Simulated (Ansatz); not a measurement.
Crystal: Ge2Sb2Te5.

```
Te Sb Ge
1.0
     4.29406    0.00000    0.00000
    -2.14703    3.71877    0.00000
     0.00000    0.00000   17.10135
Te Sb Ge
5 2 2
Direct
  0.66667 0.33333 0.41989
  0.33333 0.66667 0.58011
  0.33333 0.66667 0.20154
  0.66667 0.33333 0.79846
  0.00000 0.00000 0.00000
  0.00000 0.00000 0.32007
  0.00000 0.00000 0.67993
  0.66667 0.33333 0.10290
  0.33333 0.66667 0.89711
```

The cell comes from a database or a generator and needn't be the stable form of this composition.

```yaml
Program: Ansatz 0.2.0
Task: relaxation of cell and atoms
Functional: LDA
Potentials_or_basis: Ansatz PAW
Cutoff: "420 eV (not typed: the program's choice for these potentials)"
k_mesh: 7 × 7 × 2
Occupations: fermi-dirac, width 0.05 eV
Spin: no spin polarisation
```

At the start: volume 30.34 Å³/atom.

**Question.** Where does the relaxation end?

**Answer.** It ends after 6 steps and the volume is 28.26 Å³/atom (-6.9 %); space group P-3m1 (No. 164, to 0.05 Å).

Step by step:
```
step  energy change (eV)  largest force (eV/Å)  volume (Å³)
   1              0.0000                0.2012       273.09
   2             -0.0929                0.3186       243.79
   3             -0.2107                0.0165       256.07
   4             -0.2128                0.0141       254.89
   5             -0.2131                0.0013       254.38
   6             -0.2089                0.0014       254.38
```

Final structure:
```
CELL_PARAMETERS angstrom
4.19467 0.00000 0.00000
-2.09733 3.63269 0.00000
0.00000 0.00000 16.69377
ATOMIC_POSITIONS crystal
Te 0.66667 0.33333 0.42074
Te 0.33333 0.66667 0.57926
Te 0.33333 0.66667 0.19881
Te 0.66667 0.33333 0.80119
Te 0.00000 0.00000 0.00000
Sb 0.00000 0.00000 0.31806
Sb 0.00000 0.00000 0.68194
Ge 0.66667 0.33333 0.10057
Ge 0.33333 0.66667 0.89943
```

Caveat: the plane-wave basis is chosen anew once the cell has moved, so the energies of steps on either side of that aren't comparable; the PAW data sets come from PBE, with cores solved anew for the run's functional, which leaves a small shift of forces and pressure.
